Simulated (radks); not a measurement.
# Al⁴⁺ in [He] 2s2 2p5: an all-electron calculation

An exercise on one series of results from a longer session: the logs are not shown, and one member is left open.

Method: scalar-relativistic Kohn-Sham, MS2 meta-GGA, spin-polarised, spherical densities, finite nucleus; open shells are filled with parallel spins first. Code: radks (a radial shooting solver on a logarithmic mesh, Libxc functionals) version 1.

### The system

```
element            : aluminium (Z = 13)
charge             : +4
electrons          : 9
configuration      : [He] 2s2 2p5
nuclear rms radius : 3.061 fm
```

The outer shells:

Al⁴⁺
```
[He] core
2s [↑↓]
2p [↑↓][↑↓][↑ ]
```

The first run:

Settings of this run:

```text
Z 13
configuration [He] 2s2 2p5 3s0 3p0 3d0
relativity scalar-relativistic
functional ms2,regtpss
spin polarised
nucleus finite rms 3.061 fm
c 137.035999084
```

On the command line:

```bash
python run_ks.py task.json out
```

This one command runs every case of the session in turn.

One of the session's tables, all rows but one given; the rest of the session is left out.

It belongs to the step «Orbitals and density». Radial moments (bohr):

```
  level     <r>  outermost maximum (interpolated)  90 % within
  1s up  0.1200                            0.0784        0.214
1s down       ?                                 ?            ?
  2s up  0.5986                             0.486        0.937
2s down  0.6027                             0.488        0.944
  2p up  0.5637                             0.417        0.938
2p down  0.5696                             0.420        0.950
```

Q: Estimate the row for 1s down from the others.

The run gave: <r>: 0.1199; outermost maximum (interpolated): 0.0783; 90 % within: 0.214. In the column «<r>» it is the lowest.

To keep in mind: Open shells are spherical and high-spin; term and fine-structure splittings are not resolved.
